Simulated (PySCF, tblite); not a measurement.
# C8H16Ge: geometry, infrared bands, NMR shifts, electronic excitations and core binding energies

Wanted: the infrared bands, NMR shifts, electronic excitations and core binding energies of C8H16Ge (`C[C](C)(C)[GeH]1[CH2]C=C[CH2]1`), by calculation.

Programs: tblite 0.8.0 and PySCF 2.14.0, with density-fitted response routines of our own. Each step states its level of theory. These are calculated values for one molecule in the gas phase, unless marked as measured. Atoms are numbered from 0 throughout.

## Step 1: Starting geometry

25 atoms, charge 0, multiplicity 1; geometry from: force field or distance geometry start.

Bonds of the start (Å): C0–C1 1.52, C1–C2 1.51, C1–C3 1.52, C1–Ge4 2.03, Ge4–C5 2.00, C5–C6 1.50, C6–C7 1.33, C7–C8 1.49, C8–Ge4 2.00, C0–H9 1.09, C0–H10 1.10, C0–H11 1.09, C2–H12 1.07, C2–H13 1.09, C2–H14 1.10, C3–H15 1.11, C3–H16 1.09, C3–H17 1.09, Ge4–H18 1.53, C5–H19 1.08, C5–H20 1.09, C6–H21 1.08, C7–H22 1.09, C8–H23 1.08, C8–H24 1.09.

## Step 2: Optimising the geometry with GFN2-xTB

What the job is given:

```
{"job": {"kind": "relax", "xc": "GFN2-xTB", "basis": "xTB"}, "charge": 0, "multiplicity": 1}
C     -2.083600     0.910600     1.008700
C     -1.353800     0.037100     0.003500
C     -2.129300    -0.058300    -1.283500
C     -1.150400    -1.352100     0.588300
Ge     0.473100     0.841600    -0.358000
C      1.700100    -0.280200    -1.467300
C      2.784500    -0.657000    -0.500800
C      2.814900    -0.142600     0.726000
C      1.763800     0.823200     1.164000
H     -1.539300     0.993100     1.946200
H     -3.077200     0.494600     1.230700
H     -2.232100     1.911900     0.606700
H     -1.619900    -0.672100    -2.003800
H     -2.270400     0.935600    -1.719400
H     -3.124800    -0.482000    -1.107800
H     -0.582000    -1.308500     1.535400
H     -2.108400    -1.825400     0.816300
H     -0.610900    -2.001300    -0.102800
H      0.294600     2.244900    -0.942800
H      1.243800    -1.170800    -1.877300
H      2.129000     0.280600    -2.297600
H      3.534100    -1.360000    -0.831300
H      3.588200    -0.401900     1.444300
H      2.200700     1.798500     1.336500
H      1.322500     0.512800     2.113500
```

The run is started by

```
$ OMP_NUM_THREADS=1 python probes_run.py task.json out
```

The driver reads the jobs from task.json and runs them one after another.

The log of the run:

```text
step      E/eV     max force
  0    -739.34814    0.800
  1    -739.36892    0.433
  2    -739.37140    0.250
  3    -739.37262    0.061
  4    -739.37311    0.039
  5    -739.37337    0.040
  6    -739.37348    0.020
  7    -739.37354    0.017
  8    -739.37357    0.015
  9    -739.37361    0.013
 10    -739.37363    0.012
 11    -739.37365    0.009
```

Run time: 0.11 s. Hardware: 1 thread of Intel Xeon Platinum 8559C, shared host.

Step by step:

```csv
step,energy from step 0 (eV),largest force (eV/Å)
0,0.0000,0.7998
1,-0.0208,0.4329
2,-0.0233,0.2504
3,-0.0245,0.0611
4,-0.0250,0.0394
5,-0.0252,0.0395
6,-0.0253,0.0197
7,-0.0254,0.0166
8,-0.0254,0.0146
9,-0.0255,0.0130
10,-0.0255,0.0116
11,-0.0255,0.0086
```

Close pairs (by a distance rule), those that changed most:

```csv
bond,before (Å),after (Å),change (Å)
C1–C2,1.506,1.523,+0.018
C3–H15,1.105,1.089,-0.017
C2–H12,1.075,1.089,+0.014
C0–H10,1.100,1.090,-0.010
C5–H19,1.081,1.091,+0.009
C8–H23,1.083,1.091,+0.008
C6–C7,1.331,1.322,-0.008
C2–H14,1.096,1.090,-0.006
```

The final coordinates are the input of the step that follows.

## Step 3: Vibrational analysis with GFN2-xTB

What the job is given:

```
{"job": {"kind": "ir", "xc": "GFN2-xTB", "basis": "xTB"}, "charge": 0, "multiplicity": 1}
C     -2.093782     0.912753     1.010679
C     -1.348936     0.033035     0.014880
C     -2.137721    -0.053943    -1.285471
C     -1.151311    -1.358952     0.598683
Ge     0.474873     0.844048    -0.361057
C      1.705925    -0.277414    -1.461860
C      2.785310    -0.657089    -0.495055
C      2.810609    -0.144322     0.723566
C      1.760172     0.827558     1.166001
H     -1.538551     0.992048     1.943886
H     -3.075955     0.494745     1.230798
H     -2.229340     1.914926     0.607264
H     -1.617881    -0.678496    -2.010219
H     -2.268070     0.936578    -1.718605
H     -3.123421    -0.483597    -1.107365
H     -0.581470    -1.309308     1.525221
H     -2.111934    -1.826731     0.813570
H     -0.611123    -1.996018    -0.099743
H      0.296074     2.243102    -0.943426
H      1.240284    -1.170735    -1.880442
H      2.131842     0.276789    -2.299424
H      3.538261    -1.357849    -0.830206
H      3.584714    -0.405700     1.432552
H      2.206097     1.807825     1.340018
H      1.322528     0.509162     2.113159
```

The log of the run:

```text
mode    cm-1     km/mol
  1      31.6      0.01
  2      36.1      0.36
  3      95.5      0.26
  4     130.7      0.06
  5     203.0      0.06
  6     220.5      1.10
  7     229.6      0.88
  8     253.2      0.34
  9     257.8      0.01
 10     272.4      2.80
 11     350.0      0.00
 12     355.9     20.36
 13     382.1      3.86
 14     383.6      0.74
 15     523.1      0.68
 16     524.0     20.26
 17     557.7     66.03
 18     597.8     17.96
 19     631.6     50.27
 20     683.6    166.68
 21     753.5      0.02
 22     760.6     40.97
 23     789.6     64.44
 24     859.0      6.42
 25     906.2      0.01
 26     962.2      0.01
 27     967.3      2.54
 28     970.1      0.54
 29     971.4      0.36
 30    1012.5     11.82
 31    1030.2      2.67
 32    1030.7      4.25
 33    1082.6      0.01
 34    1098.4     13.03
 35    1127.0     11.98
 36    1194.0      0.08
 37    1195.7     22.22
 38    1222.9      1.93
 39    1232.8      3.54
 40    1235.4      0.83
 41    1321.6     11.03
 42    1404.6      4.41
 43    1405.5      5.04
 44    1424.9      0.21
 45    1442.8      3.14
 46    1447.6      4.83
 47    1487.5      0.28
 48    1488.2      0.13
 49    1490.2      0.02
 50    1503.7      4.89
 51    1504.9      4.34
 52    1505.1      3.94
 53    1713.6     21.99
 54    1838.3    519.39
 55    2943.8     81.51
 56    2944.5      0.39
 57    2966.8      1.76
 58    2969.1     62.62
 59    2994.2      0.23
 60    2994.8      0.50
 61    3001.8    189.09
 62    3004.1      0.36
 63    3009.2     24.19
 64    3009.9     18.39
 65    3015.1     79.82
 66    3016.1     67.90
 67    3017.4     10.83
 68    3043.4     29.07
 69    3059.2    128.64
```

It took 1.4 s on 1 thread of Intel Xeon Platinum 8559C, shared host.

The strongest bands and the atoms that carry them (share of the mass-weighted mode):

```csv
cm⁻¹,km/mol,atoms
558,66.0,H18 79 %
684,166.7,"H18 28 %, H21 19 %, H22 19 %"
1838,519.4,H18 98 %
2944,81.5,"H20 26 %, H19 25 %, H23 20 %, H24 19 %"
3002,189.1,"H16 32 %, H10 28 %, H14 26 %"
3015,79.8,"H12 31 %, H13 23 %, H9 20 %, H15 11 %"
3016,67.9,"H11 44 %, H13 16 %, H17 13 %, H9 12 %"
3059,128.6,"H22 47 %, H21 44 %"
```

## Step 4: Optimising the geometry at PBE0-D3(BJ)/def2-SVP

The job, as its differences from that of step 3:

```diff
@@ -1,2 +1,2 @@
-{"job": {"kind": "ir", "xc": "GFN2-xTB", "basis": "xTB"}, "charge": 0, "multiplicity": 1}
+{"job": {"xc": "PBE0", "basis": "def2-SVP", "d3": "d3bj", "grid": 1, "kind": "geom"}, "charge": 0, "multiplicity": 1}
 C     -2.093782     0.912753     1.010679
```

The log of the run:

```text
step   0  E = -2390.36558403  max force = 0.014914
step   1  E = -2390.37024466  max force = 0.003709
step   2  E = -2390.37039416  max force = 0.001238
step   3  E = -2390.37041350  max force = 0.000369
step   4  E = -2390.37041372  max force = 0.000490
step   5  E = -2390.37041563  max force = 0.000345
optimisation converged
```

Wall time 2.6 min (1 thread of Intel Xeon Platinum 8559C, shared host); peak memory 1.2 GiB.

Along the way:

```csv
step,energy from step 0 (eV),largest force component (eV/Å)
0,0.0000,0.7669
1,-0.1268,0.1907
2,-0.1309,0.0637
3,-0.1314,0.0190
4,-0.1314,0.0252
5,-0.1315,0.0177
```

Close pairs (by a distance rule), those that changed most:

```csv
bond,before (Å),after (Å),change (Å)
C1–Ge4,2.031,1.981,-0.050
Ge4–C5,1.996,1.974,-0.022
Ge4–C8,1.996,1.974,-0.022
Ge4–H18,1.526,1.547,+0.021
C6–C7,1.322,1.342,+0.020
C0–H10,1.090,1.105,+0.015
C2–H14,1.090,1.105,+0.015
C3–H16,1.090,1.105,+0.015
```

The end geometry stands in the next job.

```csv
at the end point,value
point group (found at 0.08 Å tolerance),Cs
"rotational constants (GHz, main isotopes)","2.048, 0.898, 0.859"
dipole moment (D),0.46
```

## Step 5: NMR shieldings: PBE0/pcSseg-1

What the job is given:

```
{"job": {"kind": "nmr", "xc": "PBE0", "basis": "pcSseg-1"}, "charge": 0, "multiplicity": 1}
C     -2.326472     1.349134     0.705661
C     -1.596135     0.448197    -0.288819
C     -2.380107     0.362680    -1.597335
C     -1.406322    -0.947252     0.304382
Ge     0.189642     1.220899    -0.663307
C      1.320894     0.036015    -1.764650
C      2.384888    -0.394464    -0.793538
C      2.424797     0.117655     0.446354
C      1.407019     1.132141     0.888505
H     -1.780378     1.435616     1.659132
H     -3.327021     0.940176     0.936668
H     -2.470652     2.366542     0.307634
H     -1.872401    -0.275009    -2.339188
H     -2.527630     1.355381    -2.052517
H     -3.381017    -0.071941    -1.421574
H     -0.838747    -0.920075     1.248123
H     -2.385817    -1.409960     0.522410
H     -0.871590    -1.619596    -0.385280
H      0.029258     2.643832    -1.247482
H      0.760718    -0.826221    -2.165567
H      1.750534     0.556155    -2.637261
H      3.135293    -1.129427    -1.108552
H      3.208111    -0.198137     1.145782
H      1.872441     2.106234     1.114551
H      0.889211     0.816614     1.810597
```

Method: GIAO PBE0/pcSseg-1 NMR shielding, non-relativistic, gas phase.

The log of the run:

```text
coarse grid: 88408 points
cycle   1  E = -2390.4593900980  dE =  1.019e-01  |g| = 9.720e-01  |ddm| = 4.434e+00
cycle   2  E = -2390.4132744876  dE =  4.612e-02  |g| = 1.037e+00  |ddm| = 1.255e+00
cycle   3  E = -2390.5675702652  dE = -1.543e-01  |g| = 9.495e-02  |ddm| = 7.898e-01
cycle   4  E = -2390.5692887688  dE = -1.719e-03  |g| = 3.593e-02  |ddm| = 1.217e-01
cycle   5  E = -2390.5695842645  dE = -2.955e-04  |g| = 7.085e-03  |ddm| = 3.768e-02
cycle   6  E = -2390.5695957842  dE = -1.152e-05  |g| = 2.039e-03  |ddm| = 9.746e-03
cycle   7  E = -2390.5695968430  dE = -1.059e-06  |g| = 6.183e-04  |ddm| = 2.641e-03
final grid: 188656 points
cycle   8  E = -2390.5695553595  dE = -2.363e-07  |g| = 7.385e-04  |ddm| = 4.445e-03
cycle   9  E = -2390.5695552344  dE =  1.251e-07  |g| = 1.007e-03  |ddm| = 1.604e-03
cycle  10  E = -2390.5695555004  dE = -2.660e-07  |g| = 6.630e-05  |ddm| = 9.637e-04
cycle  11  E = -2390.5695555014  dE = -9.977e-10  |g| = 1.693e-05  |ddm| = 6.977e-05
converged SCF energy = -2390.5695555014

GIAO shielding tensors (ppm)
atom      isotropic    diamagn.    paramagn.     s11        s22        s33       span
  0 C      155.662     246.687     -91.025    139.020    143.019    184.949     45.930
  1 C      162.898     247.078     -84.180    161.487    161.790    165.417      3.930
  2 C      155.734     246.441     -90.707    139.086    143.169    184.947     45.861
  3 C      158.278     249.154     -90.877    143.077    146.567    185.189     42.111
  4 Ge    1340.561    2756.732   -1416.172   1233.390   1367.000   1421.293    187.903
  5 C      168.682     253.019     -84.337    155.549    160.802    189.696     34.147
  6 C       43.169     254.813    -211.645    -66.165     57.955    137.716    203.881
  7 C       43.213     254.712    -211.498    -66.100     58.084    137.656    203.757
  8 C      168.736     252.217     -83.481    155.638    160.895    189.675     34.037
  9 H       30.117      30.736      -0.618     24.799     29.300     36.254     11.455
 10 H       30.433      30.095       0.339     26.526     27.359     37.414     10.888
 11 H       30.137      30.639      -0.502     25.655     27.792     36.963     11.308
 12 H       30.116      30.562      -0.447     24.752     29.380     36.215     11.462
 13 H       30.143      30.419      -0.277     25.678     27.780     36.970     11.292
 14 H       30.439      29.881       0.558     26.527     27.370     37.419     10.892
 15 H       30.351      32.851      -2.500     25.068     29.914     36.070     11.002
 16 H       30.580      31.944      -1.365     26.575     27.639     37.525     10.950
 17 H       30.358      32.907      -2.550     25.077     29.929     36.068     10.991
 18 H       26.874      31.512      -4.638     20.636     21.879     38.106     17.470
 19 H       29.785      32.434      -2.649     24.426     29.111     35.818     11.392
 20 H       29.627      29.974      -0.347     24.223     26.554     38.103     13.881
 21 H       25.145      29.471      -4.325     22.258     26.016     27.162      4.904
 22 H       25.149      29.554      -4.405     22.256     26.017     27.175      4.919
 23 H       29.626      30.001      -0.375     24.216     26.547     38.116     13.900
 24 H       29.779      32.417      -2.637     24.431     29.086     35.821     11.391
```

It took 67 s on 1 thread of Intel Xeon Platinum 8559C, shared host; peak memory 1.3 GiB.

Shifts follow as δ = σ(reference) − σ, with reference shieldings (ppm) from runs at the same level and on the same kind of geometry: 1H TMS 31.27, 13C TMS 184.4, 73Ge GeMe4 1330. The references are single molecules in the gas phase. Atoms listed in one row are averaged.

```csv
atoms,environment,σ (ppm),δ (ppm)
"C6, C7",alkene CH,43.2,141.2
"C0, C2, C3",methyl carbon,156.6,27.8
C1,fully substituted sp3 carbon bonded to Ge,162.9,21.5
"C5, C8",allylic sp3 CH2 bonded to Ge,168.7,15.7
"H21, H22",hydrogen on an alkene CH,25.15,6.12
H18,"hydrogen on a germanium bonded to 3 C, in a 5-membered ring",26.87,4.39
"H20, H23",hydrogen on an allylic sp3 CH2 bonded to Ge,29.63,1.64
"H19, H24",hydrogen on an allylic sp3 CH2 bonded to Ge,29.78,1.48
"H9, H10, H11, H12, H13 and 4 more",hydrogen on a methyl carbon,30.30,0.97
Ge4,"germanium bonded to 3 C, H, in a 5-membered ring",1341,-10
```

The run also stored atomic charges by several schemes (e):

```csv
atoms,Mulliken,IAO,Hirshfeld,ESP fit
"C0, C2, C3",-0.17,-0.40,-0.12,-0.62
C1,-0.79,-0.16,-0.05,0.63
Ge4,0.68,0.75,0.37,0.12
"C5, C8",-0.45,-0.51,-0.16,-0.07
"C6, C7",-0.14,-0.15,-0.06,-0.20
```

Mayer bond orders: C0–C1 1.00, C1–C2 1.00, C1–C3 1.00, C1–Ge4 0.86, Ge4–C5 0.94, C5–C6 1.00, C6–C7 1.91, C7–C8 1.00, C8–Ge4 0.94.

Ring of atoms Ge4, C5, C6, C7, C8: NICS(0) -3.1, NICS(1) -3.5, NICS(1)zz -2.9 ppm (means of both faces).

## Step 6: TDDFT and polarisability: CAM-B3LYP/def2-SVPD

The job, as its differences from that of step 5:

```diff
@@ -1,2 +1,2 @@
-{"job": {"kind": "nmr", "xc": "PBE0", "basis": "pcSseg-1"}, "charge": 0, "multiplicity": 1}
+{"job": {"kind": "uv", "xc": "CAM-B3LYP", "basis": "def2-SVPD", "ip": true}, "charge": 0, "multiplicity": 1}
 C     -2.326472     1.349134     0.705661
```

Method: TDDFT CAM-B3LYP/def2-SVPD, vertical, gas phase, core orbitals frozen in the response.

The log of the run:

```text
coarse grid: 88408 points
cycle   1  E = -2390.8704348231  dE =  3.631e-01  |g| = 5.392e-01  |ddm| = 1.160e+01
cycle   2  E = -2390.8849362765  dE = -1.450e-02  |g| = 5.192e-01  |ddm| = 2.496e+00
cycle   3  E = -2390.9287585879  dE = -4.382e-02  |g| = 3.548e-02  |ddm| = 1.396e+00
cycle   4  E = -2390.9289978069  dE = -2.392e-04  |g| = 1.787e-02  |ddm| = 1.549e-01
cycle   5  E = -2390.9290711682  dE = -7.336e-05  |g| = 3.275e-03  |ddm| = 6.374e-02
cycle   6  E = -2390.9290737365  dE = -2.568e-06  |g| = 8.534e-04  |ddm| = 1.408e-02
final grid: 188656 points
cycle   7  E = -2390.9290262494  dE = -1.867e-07  |g| = 9.239e-04  |ddm| = 3.080e-02
cycle   8  E = -2390.9290261856  dE =  6.387e-08  |g| = 1.060e-03  |ddm| = 5.888e-03
cycle   9  E = -2390.9290264727  dE = -2.871e-07  |g| = 3.993e-05  |ddm| = 2.222e-03
cycle  10  E = -2390.9290264731  dE = -4.511e-10  |g| = 1.485e-05  |ddm| = 2.139e-04
converged SCF energy = -2390.9290264731

Static polarisability (au): isotropic 122.040, principal 108.505 121.927 135.688

Singlet excitations
state   eV       nm        f      main configurations
  1   6.6882    185.4   0.01038   H->L 0.58, H->L+3 0.33
  2   6.9789    177.7   0.12869   H->L+1 0.87
  3   7.1757    172.8   0.00094   H-2->L+1 0.89
  4   7.2819    170.3   0.02100   H-1->L 0.59, H->L 0.17, H->L+3 0.16
  5   7.3384    169.0   0.01550   H->L+2 0.82
  6   7.5449    164.3   0.00698   H-1->L+1 0.66, H-3->L+1 0.15
  7   7.6715    161.6   0.01059   H->L+4 0.36, H->L+7 0.23, H-1->L 0.10
  8   7.6906    161.2   0.03476   H-2->L 0.44, H-1->L+2 0.22, H-1->L+1 0.09
  9   7.7064    160.9   0.00039   H->L+7 0.32, H->L+4 0.32, H-1->L+3 0.12
 10   7.7230    160.5   0.00007   H-1->L+2 0.32, H-2->L 0.25, H->L+6 0.20

Triplet excitations (Tamm-Dancoff, eV): 4.2814 6.5674 7.0292 7.1747
Vertical ionisation energy (delta-SCF) = 8.8892 eV
```

Wall time 9.2 min (1 thread of Intel Xeon Platinum 8559C, shared host); peak memory 1.9 GiB.

Frontier orbitals and where they lie:

```csv
orbital,eV,atoms
HOMO−3,-9.93,"Ge4 29 %, H18 26 %, C8 9 %"
HOMO−2,-9.18,"C5 24 %, C8 24 %, Ge4 21 %"
HOMO−1,-8.76,"C1 26 %, Ge4 17 %, C7 8 %"
HOMO,-8.23,"C7 28 %, C6 28 %, C5 8 %"
LUMO,1.22,"Ge4 17 %, C0 6 %, C2 6 %"
LUMO+1,1.66,"C7 29 %, C6 29 %, C8 7 %"
LUMO+2,1.69,"Ge4 14 %, C5 8 %, C8 7 %"
```

With each of the 10 states as a Gaussian band of 0.4 eV half-width at 1/e, the curve within the window shown has maxima at 177 nm (ε 6,500) L/(mol cm). Beyond the last state computed it falls off for lack of states. The curve at chosen wavelengths:

nm, ε (L/mol/cm) and a bar:
```
      155       1049 #####
      157       1597 #######
      159       2183 ##########
      161       2741 #############
      163       3245 ###############
      165       3726 #################
      167       4236 ####################
      169       4808 ######################
      171       5416 #########################
      173       5973 ############################
      175       6355 ##############################
      177       6456 ##############################
      179       6223 #############################
      180       5986 ############################
      182       5315 #########################
      184       4473 #####################
      186       3576 ################
      188       2725 ############
      190       1987 #########
      192       1391 ######
      194        938 ####
      196        612 ##
      198        387 #
      200        238 #
      202        143 
      204         84
```

Further results of this job:

```csv
property,computed
dipole moment (D),0.43
polarisability (Å³),18.08
HOMO–LUMO gap (eV),9.45
−ε(HOMO) (eV),8.23
```

## Step 7: Nuclear shieldings: B97-2/pcSseg-1

The job, as its differences from that of step 6:

```diff
@@ -1,2 +1,2 @@
-{"job": {"kind": "uv", "xc": "CAM-B3LYP", "basis": "def2-SVPD", "ip": true}, "charge": 0, "multiplicity": 1}
+{"job": {"kind": "nmr", "xc": "B97-2", "basis": "pcSseg-1", "pop": false}, "charge": 0, "multiplicity": 1}
 C     -2.326472     1.349134     0.705661
```

Method: GIAO B97-2/pcSseg-1 NMR shielding, non-relativistic, gas phase.

The log of the run:

```text
coarse grid: 88408 points
cycle   1  E = -2391.5412949513  dE =  4.554e-02  |g| = 8.939e-01  |ddm| = 4.434e+00
cycle   2  E = -2391.4863885736  dE =  5.491e-02  |g| = 9.834e-01  |ddm| = 1.271e+00
cycle   3  E = -2391.6466630729  dE = -1.603e-01  |g| = 9.670e-02  |ddm| = 8.116e-01
cycle   4  E = -2391.6485047319  dE = -1.842e-03  |g| = 3.739e-02  |ddm| = 1.267e-01
cycle   5  E = -2391.6488268229  dE = -3.221e-04  |g| = 7.218e-03  |ddm| = 3.900e-02
cycle   6  E = -2391.6488388575  dE = -1.203e-05  |g| = 2.130e-03  |ddm| = 9.808e-03
cycle   7  E = -2391.6488400149  dE = -1.157e-06  |g| = 6.551e-04  |ddm| = 2.729e-03
final grid: 188656 points
cycle   8  E = -2391.6487396681  dE = -2.293e-07  |g| = 8.171e-04  |ddm| = 4.842e-03
cycle   9  E = -2391.6487394918  dE =  1.763e-07  |g| = 1.150e-03  |ddm| = 1.853e-03
cycle  10  E = -2391.6487398419  dE = -3.501e-07  |g| = 7.846e-05  |ddm| = 1.119e-03
cycle  11  E = -2391.6487398433  dE = -1.405e-09  |g| = 1.633e-05  |ddm| = 7.897e-05
cycle  12  E = -2391.6487398434  dE = -6.003e-11  |g| = 6.591e-06  |ddm| = 2.313e-05
converged SCF energy = -2391.6487398434

GIAO shielding tensors (ppm)
atom      isotropic    diamagn.    paramagn.     s11        s22        s33       span
  0 C      155.209     246.694     -91.485    138.898    142.885    183.845     44.946
  1 C      161.527     247.763     -86.236    160.130    160.285    164.167      4.037
  2 C      155.279     246.423     -91.145    138.954    143.040    183.843     44.888
  3 C      157.725     249.416     -91.691    142.748    146.428    184.000     41.252
  4 Ge    1331.635    2758.275   -1426.641   1225.691   1358.610   1410.603    184.912
  5 C      167.712     253.417     -85.704    155.001    160.064    188.073     33.071
  6 C       45.669     254.883    -209.214    -60.656     60.238    137.424    198.080
  7 C       45.714     254.802    -209.088    -60.590     60.362    137.370    197.960
  8 C      167.768     252.664     -84.896    155.089    160.157    188.057     32.968
  9 H       30.218      31.055      -0.837     24.988     29.410     36.254     11.266
 10 H       30.527      30.064       0.463     26.679     27.492     37.410     10.731
 11 H       30.236      30.673      -0.437     25.835     27.923     36.949     11.114
 12 H       30.215      30.832      -0.617     24.941     29.489     36.215     11.274
 13 H       30.242      30.438      -0.196     25.858     27.911     36.956     11.098
 14 H       30.533      29.837       0.696     26.680     27.503     37.415     10.734
 15 H       30.446      33.353      -2.907     25.248     30.029     36.062     10.814
 16 H       30.677      32.053      -1.376     26.732     27.775     37.524     10.791
 17 H       30.454      33.379      -2.925     25.257     30.044     36.061     10.803
 18 H       27.040      31.726      -4.686     20.853     22.107     38.160     17.306
 19 H       29.889      32.824      -2.935     24.636     29.230     35.802     11.167
 20 H       29.742      30.026      -0.285     24.438     26.728     38.059     13.621
 21 H       25.300      29.645      -4.344     22.466     26.134     27.299      4.833
 22 H       25.304      29.743      -4.440     22.463     26.136     27.312      4.849
 23 H       29.741      30.089      -0.348     24.432     26.720     38.071     13.640
 24 H       29.885      32.858      -2.973     24.641     29.206     35.806     11.165
```

It took 57 s on 1 thread of Intel Xeon Platinum 8559C, shared host; peak memory 1.6 GiB.

This run: δ C6 138.0, C0 27.6, C1 22.2, C5 15.9, H21 6.07, H18 4.34 ppm (means over like atoms).

(Part 1 of 2 ends here.)
